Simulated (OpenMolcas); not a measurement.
**CH4ClGe (SMILES [CH3][GeH][Cl]) at 6 levels**

Aim: a comparison of 6 runs (UHF/3-21G, U-revPBE/def2-SVP, UPBE/def2-SVP, UPBE0/def2-SVP, UTPSS/def2-SVP, ROMP2/def2-SVP) of CH4ClGe. 

The results are computed with OpenMolcas 26.06.

**1. The molecule**

CH4ClGe has 7 atoms, charge 0, and is taken as a doublet. SMILES: `[CH3][GeH][Cl]`. One bond was lengthened or shortened from a relaxed shape.

Bond lengths: C1–Ge2 1.957 Å, Ge2–Cl3 2.169 Å, C1–H4 1.092 Å, C1–H5 1.253 Å, C1–H6 1.091 Å, Ge2–H7 1.553 Å. Angles: C1–Ge2–Cl3 107.0°, C1–Ge2–H7 112.6°, Cl3–Ge2–H7 105.6°, Ge2–C1–H4 108.6°, Ge2–C1–H5 110.0°, Ge2–C1–H6 109.8°, H4–C1–H5 109.4°, H4–C1–H6 109.5°, H5–C1–H6 109.6°.

**2. A single-point energy at UHF/3-21G (run 1)**

Contents of mol.input:

```
&GATEWAY
 BasLib
 $CurrDir
 BasisSet
 C.3-21G....
 C1 -0.596100 0.500966 -0.325321 angstrom
 End of Basis
 BasisSet
 Ge.3-21G....
 Ge2 0.842400 -0.822934 -0.246521 angstrom
 End of Basis
 BasisSet
 Cl.3-21G....
 Cl3 1.154000 -1.299134 1.846079 angstrom
 End of Basis
 BasisSet
 H.3-21G....
 H4 -0.296400 1.377066 0.253879 angstrom
 H5 -1.646200 0.021400 0.160800 angstrom
 H6 -0.772900 0.791966 -1.361621 angstrom
 H7 2.198400 -0.261934 -0.753521 angstrom
 End of Basis

&SEWARD

&SCF
 UHF
 Spin
 2
 Thresholds
 1e-10 1e-07 1e-07 1e-05
 PrOrbitals
 1 2
```

The basis set 3-21G is read from a file made from the Basis Set Exchange's data (not shown).

The run is started by

```sh
$ export MOLCAS_MEM=1860
$ pymolcas mol.input > mol.log
```

The log of the run:

```text
--- Start Module: gateway ---
[...]
--- Stop Module: gateway /rc=_RC_ALL_IS_WELL_ ---
--- Start Module: seward ---
[...]
      Basis functions           52
--- Stop Module: seward /rc=_RC_ALL_IS_WELL_ ---
--- Start Module: scf ---
[...]
       Convergence after  16 Iterations
[...]
::    Total SCF energy                              -2562.6249061168
[...]
      Total spin, S                                     0.5009594978
[...]
      Total electronic charge=   59.000000
      Total            charge=   -0.000000
[...]
      Dipole Moment (debye):
      Origin of the operator (angstrom)=    0.7601   -0.7869    0.3259
                   X= -1.1074E+00               Y=  1.1111E+00               Z= -3.4262E+00           Total=  3.7682E+00
      Quadrupole Moment (debye*angstrom):
[...]
--- Stop Module: scf /rc=_RC_ALL_IS_WELL_ ---
[...]
```

It took 2.5 s on 1 thread of Intel Xeon Platinum 8375C at 2.90GHz (Ice Lake), shared host; peak memory 0.38 GiB.

**3. A single-point energy at U-revPBE/def2-SVP (run 2)**

Contents of coord.xyz:

```xyz
7

C     -0.596100     0.500966    -0.325321
Ge     0.842400    -0.822934    -0.246521
Cl     1.154000    -1.299134     1.846079
H     -0.296400     1.377066     0.253879
H     -1.646200     0.021400     0.160800
H     -0.772900     0.791966    -1.361621
H      2.198400    -0.261934    -0.753521
```

Contents of calc.input:

```
* CH4ClGe Kohn-Sham DFT

&GATEWAY
 BasLib = $CurrDir
 Coord = coord.xyz
 Basis = def2-SVP
 Group = NoSym

&SEWARD
 GridInput
 Grid=UltraFine
 End of Grid

&SCF
 UHF
 Spin = 2
 KSDFT = revPBE
 Thresholds = 1e-10 1e-07 1e-07 1e-05
 PrOrbitals = 1 1
```

The basis set def2-SVP is read from a file made from the Basis Set Exchange's data (not shown).

The run is started by

```sh
$ export MOLCAS_MEM=1860
$ pymolcas calc.input > calc.log
```

The log of the run:

```text
--- Start Module: gateway ---
[...]
--- Stop Module: gateway /rc=_RC_ALL_IS_WELL_ ---
--- Start Module: seward ---
[...]
      Basis functions           84
--- Stop Module: seward /rc=_RC_ALL_IS_WELL_ ---
[...]
--- Start Module: scf ---
[...]
       Convergence after  15 Iterations
[...]
::    Total KS-DFT energy                           -2577.0190805136
[...]
      Total spin, S                                     0.5006581747
[...]
      Total electronic charge=   59.000000
      Total            charge=   -0.000000
[...]
      Dipole Moment (debye):
      Origin of the operator (angstrom)=    0.7601   -0.7869    0.3259
                   X= -8.9061E-01               Y=  1.1047E+00               Z= -1.6369E+00           Total=  2.1663E+00
      Quadrupole Moment (debye*angstrom):
[...]
--- Stop Module: scf /rc=_RC_ALL_IS_WELL_ ---
[...]
```

It took 26 s on 1 thread of Intel Xeon Platinum 8375C at 2.90GHz (Ice Lake), shared host; peak memory 0.47 GiB.

Runs 3 to 5 aren't shown in full; the table further down has their settings and results.

**4. The energy at ROMP2/def2-SVP (run 6)**

Contents of job.inp:

```
* CH4ClGe ROMP2
>>> EXPORT MOLCAS_PRINT=2
&gateway
baslib = $CurrDir
coord
7
angstrom
C       -0.596100       0.500966      -0.325321
Ge       0.842400      -0.822934      -0.246521
Cl       1.154000      -1.299134       1.846079
H       -0.296400       1.377066       0.253879
H       -1.646200       0.021400       0.160800
H       -0.772900       0.791966      -1.361621
H        2.198400      -0.261934      -0.753521
basis = def2-SVP
group = NoSym
&seward
&scf
uhf
spin = 2
thresholds = 1e-10 1e-07 1e-07 1e-05
prorbitals = 1
&rasscf
fileorb = $Project.UnaOrb
spin = 2
nactel = 1 0 0
inactive = 29
ras2 = 1
outorbitals = Canonical
orblisting = NoCore
&caspt2
ipea = 0.0
frozen = 15
```

The basis set def2-SVP is read from a file made from the Basis Set Exchange's data (not shown).

The run is started by

```sh
$ export MOLCAS_MEM=1860
$ pymolcas job.inp > job.log
```

The log of the run:

```text
--- Start Module: gateway ---
[...]
--- Stop Module: gateway /rc=_RC_ALL_IS_WELL_ ---
[...]
      Basis functions           84
[...]
       Convergence after  19 Iterations
[...]
::    Total SCF energy                              -2574.6314289507
[...]
      Total spin, S                                     0.5018257915
[...]
--- Start Module: rasscf ---
[...]
      Number of active orbitals                  1
[...]
      Spin quantum number                      0.5
[...]
      Active orbitals                            1
[...]
      Number of CSFs                             1
[...]
      Number of root(s) required                 1
[...]
      Convergence after  7 iterations
[...]
      printout of CI-coefficients larger than  0.05 for root  1
      energy=   -2574.629932
      conf/sym  1     Coeff  Weight
             1  u   1.00000 1.00000
      Natural orbitals and occupation numbers for root  1
      sym 1:   1.000000
      ************************************************************************************************************************
      *                                                    Final results                                                     *
[...]
::    RASSCF root number  1 Total energy:  -2574.62993206
[...]
      Total electronic charge=   59.000000
      Total            charge=   -0.000000
[...]
      Dipole Moment (debye):
      Origin of the operator (angstrom)=    0.7601   -0.7869    0.3259
                   X= -9.0202E-01               Y=  9.5846E-01               Z= -2.2375E+00           Total=  2.5959E+00
      Quadrupole Moment (debye*angstrom):
[...]
--- Stop Module: rasscf /rc=_RC_ALL_IS_WELL_ ---
[...]
--- Start Module: caspt2 ---
[...]
      E2 (Variational):          -0.4959900070
      Total energy:           -2575.1259220686
[...]
      Reference weight:           0.86183
[...]
::    CASPT2 Root  1     Total energy:  -2575.12592207
[...]
```

Run time: 12 s. Hardware: 1 thread of Intel Xeon Platinum 8375C at 2.90GHz (Ice Lake), shared host; peak memory 0.47 GiB.

**5. All runs side by side**

```
run              level  integration grid  frozen core orbitals   energy (Eh)  dipole moment (D)  HOMO energy (eV)  LUMO energy (eV)  wall time
  1          UHF/3-21G                 –                     –  -2562.624906               3.77             -9.12              0.52      2.5 s
  2  U-revPBE/def2-SVP         UltraFine                     –  -2577.019081               2.17             -4.98             -3.62       26 s
  3      UPBE/def2-SVP         UltraFine                     –  -2576.709341               2.14             -4.98             -3.73       26 s
  4     UPBE0/def2-SVP         UltraFine                     –  -2576.812563               2.32             -6.18             -2.86       25 s
  5     UTPSS/def2-SVP         UltraFine                     –  -2577.285458               2.24             -5.18             -3.68       42 s
  6     ROMP2/def2-SVP                 –                    15  -2575.125922                  –                 –                 –       12 s
```

**6. What came out**

```
           quantity           value
run 6: total energy  -2575.12592 Eh
```

Over runs 1, 2, 3, 4, 5 the dipole moment (its size) runs from 2.14 D (UPBE/def2-SVP) to 3.77 D (UHF/3-21G). The two ends differ in method and basis. Totals of different functionals can't be ranked against each other. All runs together took 2.2 min, the longest 42 s.
